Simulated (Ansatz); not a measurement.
# WCl (quartet): from a generated start to a stationary point

Aim: relax a generated start of WCl (quartet) and see which bonds hold.

Program: Ansatz 0.2.0, Gaussian basis. Level of theory: UKS PBE0/def2-TZVP. These are calculated values, not measurements.

### Step 1. Where the work starts

2 atoms, charge 0, spin multiplicity 4.

Atoms are counted from 1 here; the program's logs count them from 0.

Bond lengths: W1–Cl2 2.470 Å.

The start is set by covalent radii. Sticks and bond lists go by distance. No spin-orbit coupling is included. Elements past krypton take def2 core potentials.

### Step 2. Relaxation

Contents of in.yaml:

```yaml
crystal:
  periodic: [false, false, false]
  atoms:
    - {symbol: W, position_ang: [0.000000, 0.000000, 0.000000]}
    - {symbol: Cl, position_ang: [0.000000, 0.000000, 2.470000]}
basis:
  gaussian: {orbitals: def2-TZVP}
magnetization: {spin_polarized: true, initial_magnetization: 3}
hamiltonian: {xc: pbe0}
relax: {f_tol: 0.004, max_steps: 80}
```

Command:

```sh
> ansatz run in.yaml --threads 1 --pin off --events-out ev --progress --plain --max-ram 2176MiB
```

Before running it: what results should come out? Wanted: energy gained; shift from the start; total energy; dipole moment; ⟨S²⟩.

As calculated:

```
                  quantity           value
                     steps               5
             energy gained        0.343 eV
shift from the start (rms)         0.118 Å
              total energy  -14341.7164 eV
             dipole moment          2.40 D
                      ⟨S²⟩           4.456
```

**Reading.** The bonds of the start are those of the end. W1–Cl2 went from 2.470 to 2.233 Å. The determinant is spin-contaminated (excess 0.71). No vibrations were run, so this is a stationary point, not a proven minimum, and this spin need not be the ground state's.
